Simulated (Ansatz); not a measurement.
F2H2SSi2, SMILES F[Si]1(F)[SiH2]S1: vertical spin-state energies, run with Ansatz 0.2.0, Python API.

The script, `spin_f2h2ssi2.py`:
```python
# -*- coding: utf-8 -*-
import ansatz

GEOMETRY = """
F     1.04620   -0.77750    2.02910
Si    0.46620   -0.85120    0.52210
F     0.67430   -2.25970   -0.17850
Si   -0.75270    0.70250   -0.38690
S     1.30760    0.70270   -0.69770
H    -1.21630    1.93680    0.36160
H    -1.46410    0.47840   -1.69540
"""

mol = ansatz.Crystal.molecule()
for line in GEOMETRY.strip().splitlines():
    symbol, *xyz = line.split()
    mol = mol.atom(symbol, [float(v) for v in xyz])

calc = mol.calculation()
calc = calc.basis(gaussian="6-31G*")
calc = calc.functional("r2SCAN")
found = {}
for unpaired in [0, 2]:
    r = calc.spin("collinear", total=unpaired).run(threads=1).report
    s = unpaired / 2
    found[unpaired] = r["free_energy_ev"]
    print(f"2S+1 = {unpaired + 1}: E = {found[unpaired]:.5f} eV, <S^2> = {abs(r['mean_field']['state']['spin_squared']):.3f} (pure state {s * (s + 1):.2f})")
lowest = min(found, key=found.get)
for unpaired, e in found.items():
    print(f"multiplicity {unpaired + 1}: {96.485332 * (e - found[lowest]):.1f} kJ/mol above the lowest")
```

Which spin state is lowest at this geometry, and how far above lie the others?

In order: multiplicity 1 (+0.00 eV) and multiplicity 3 (+4.39 eV), all at the one geometry.

The run itself:

Running `python spin_f2h2ssi2.py` prints:
```text
2S+1 = 1: E = -32054.69298 eV, <S^2> = 0.000 (pure state 0.00)
2S+1 = 3: E = -32050.29927 eV, <S^2> = 2.009 (pure state 2.00)
multiplicity 1: 0.0 kJ/mol above the lowest
multiplicity 3: 423.9 kJ/mol above the lowest
```

Reading the output:
- Total energies depend on the basis set; only differences at equal settings carry meaning.
- The geometry is a force-field or estimated start, not a minimum of this method, and the basis set is short of its limit. All parts are taken at fixed geometry, without zero-point energy.
- It ran for 41 s on 1 thread of Arm Neoverse V2 (shared host), peak memory 0.28 GiB.

(A comment or docstring line of the script was reworded after the run, the code is as it ran; lines on the test bed's own set-up are left out of the output.)
